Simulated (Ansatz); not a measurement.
Working through an atomisation energy of CH7BGeSi, SMILES B[CH]1[SiH2][GeH2]1

With Ansatz 0.2.0, Python API.

Run as a notebook:

**Cell 1**
```python
from collections import Counter

import ansatz
```

**Cell 2**
```python
def energy(molecule, charge=0, unpaired=0):
    calc = molecule.calculation().basis(gaussian="def2-TZVP").functional("pbe")
    if charge:
        calc = calc.charge(charge)
    if unpaired:
        calc = calc.spin("collinear", total=unpaired)
    report = calc.run(threads=1, backend="cpu").report
    if report["published_state_doubts"]:
        print("  doubts:", report["published_state_doubts"])
    return report["free_energy_ev"]
```

**Cell 3**
```python
system = (
    ansatz.Crystal.molecule()
    .atom("B", [-1.2216, 1.1064, -0.1425])
    .atom("C", [0.2073, 0.6557, 0.1323])
    .atom("Si", [0.2368, -0.8263, 1.1772])
    .atom("Ge", [0.8888, -0.6772, -1.1175])
    .atom("H", [-1.738, 1.038, -1.251])
    .atom("H", [-1.8669, 1.7476, 0.6822])
    .atom("H", [0.9922, 1.4365, 0.3815])
    .atom("H", [-0.9678, -1.5123, 1.3935])
    .atom("H", [1.478, -0.9486, 2.065])
    .atom("H", [2.3485, -0.7449, -1.3208])
    .atom("H", [-0.292, -1.3317, -1.9792])
)
```

**Cell 4**
```python
# unpaired electrons of the ground-state atoms
unpaired = {"B": 1, "C": 2, "Si": 2, "Ge": 2, "H": 1}
counts = Counter(site.symbol for site in system.cartesian_sites)
atom_energy = {s: energy(ansatz.Crystal.molecule().atom(s, (0, 0, 0)), 0, unpaired[s]) for s in counts}
whole = energy(system, 0, 0)
for s, e in atom_energy.items():
    print(f"{s:2s} x{counts[s]}  {e:14.5f} eV")
print(f"CH7BGeSi: {whole:.5f} eV")
split = sum(counts[s] * e for s, e in atom_energy.items()) - whole
print(f"atomisation energy (no zero-point term): {96.485332 * split:.1f} kJ/mol, {split / sum(counts.values()):.3f} eV an atom")
```
Output:
```text
B  x1      -669.67447 eV
C  x1     -1028.48074 eV
Si x1     -7870.15470 eV
Ge x1    -56507.21275 eV
H  x7       -13.59523 eV
CH7BGeSi: -66205.98103 eV
atomisation energy (no zero-point term): 3405.1 kJ/mol, 3.208 eV an atom
```

3405.1 kJ/mol from the electronic energies, without the zero-point term.

What to keep in mind:
- Total energies depend on the basis set; only differences at equal settings carry meaning.
- The geometry is a force-field or estimated start, not a minimum of this method, and the basis set is short of its limit. All parts are taken at fixed geometry, without zero-point energy.
- This functional overbinds, so such energies come out a few per cent too high (LDA far more).
- Wall time of the script: 7.4 s on 1 thread of Arm Neoverse V2, on a shared host, peak memory 0.3 GiB.
